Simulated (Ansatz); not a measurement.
**Al3GaN4: energy over volume and cell shape**

Aim: map the energy of Al₃GaN₄ (P-43m, No. 215; 8 atoms in the cell) over two coordinates, and find its wells, ridges and stiffness.

Computed with Ansatz 0.2.0 (DFT PBEsol, scalar-relativistic, plane waves, PAW, unless a step's input says otherwise).

16 further runs of the same task are left out: 16 set aside as unsound or not needed.

## (1) Starting point

The structure is cubic, space group P-43m (No. 215). Conventional cell: a = 4.407 Å, b = 4.407 Å, c = 4.407 Å, α = 90.00°, β = 90.00°, γ = 90.00°. Al (site symmetry -42m) is surrounded by 4 N at 1.90 Å. Ga (site symmetry -43m) has 4 N at 1.95 Å as nearest neighbours. N (site symmetry 3m) is surrounded by 3 Al at 1.90 Å and 1 Ga at 1.95 Å.

As a file:

```
Al Ga N
1.0
     4.40712    0.00000    0.00000
     0.00000    4.40712    0.00000
     0.00000    0.00000    4.40712
Al Ga N
3 1 4
Cartesian
  2.2036 2.2036 0.0000
  2.2036 0.0000 2.2036
  0.0000 2.2036 2.2036
  0.0000 0.0000 0.0000
  3.2820 3.2820 1.1251
  3.2820 1.1251 3.2820
  1.1251 3.2820 3.2820
  1.1251 1.1251 1.1251
```

It goes back to an entry of the Materials Project, which need not be the stable form.

This cell was relaxed beforehand with the same method: volume 10.70 Å³/atom, gap on the mesh 3.32 eV.

## (3) Setting up the map

The energy is mapped over volume and the cell's shape.

- volume per atom: 7 values from 8.99 to 12.41 Å³
- c/a of the conventional cell: 7 values from 0.834 to 1.200

Nothing else is relaxed (fractional coordinates fixed). Energies count from the relaxed crystal. Points are written as (first, second).

(The set-up runs are not shown.)

## (4) Grid point (11.27 Å³, 1.062)

Input file input.yaml:

```yaml
crystal:
  lattice:
    - [4.3943534764, 0.0, 0.0]
    - [0.0, 4.3943534764, 0.0]
    - [0.0, 0.0, 4.6690005687]
  atoms:
    - { symbol: Al, position: [0.5, 0.5, 0.0] }
    - { symbol: Al, position: [0.5, 0.0, 0.5] }
    - { symbol: Al, position: [0.0, 0.5, 0.5] }
    - { symbol: Ga, position: [0.0, 0.0, 0.0] }
    - { symbol: "N", position: [0.7447140287, 0.7447140287, 0.2552859713] }
    - { symbol: "N", position: [0.7447140287, 0.2552859713, 0.7447140287] }
    - { symbol: "N", position: [0.2552859713, 0.7447140287, 0.7447140287] }
    - { symbol: "N", position: [0.2552859713, 0.2552859713, 0.2552859713] }
basis:
  ecutwfc: 520.0
kpoints:
  mp_grid: { grid: [6, 6, 6] }
hamiltonian:
  xc: pbesol
scf:
  occupations: { method: gaussian, width: 0.05 }
output:
  forces: true
  stress: true
  eigenvalues: true
  write_density: true
  write_potential: true
  elf: true
  volumetric_format: npy
```

Launch:

```
$ ansatz run input.yaml --threads 2 --pin off --max-ram 4096MiB --backend cpu --events-out ev --progress --plain --runs-dir out
```

The session goes on with these runs: the other points that were computed.

What does the calculation give? Wanted: lowest point; highest computed point; band gap on the k-mesh; largest force on an atom.

As calculated:

| quantity | value |
| --- | --- |
| lowest point | (10.70 Å³, 1.000), 0 meV/atom |
| highest computed point | (8.99 Å³, 1.200), 329 meV/atom above the lowest |
| band gap on the k-mesh (eV) | 1.58 at (12.41 Å³, 1.200) to 3.42 at (8.99 Å³, 1.000); 3.32 at the lowest point |
| largest force on an atom (eV/Å) | 0.00 at (10.70 Å³, 1.000) to 0.29 at (8.99 Å³, 0.834); 0.00 at the lowest point |
| time for all points | 9.4 min on 2 threads, shared host |

The lowest computed point is at (10.70 Å³, 1.000), which is the relaxed crystal itself. The grid shows no other well, apart from its symmetry copies. The highest computed point, (8.99 Å³, 1.200), lies 329 meV/atom above the lowest. Round the minimum the two coordinates are nearly uncoupled. With the other coordinates free, the energies away from the reference would be the same or lower.

The gaps are Kohn-Sham values of a semilocal functional, not quasiparticle or optical gaps. Such gaps usually fall short of the measured ones.
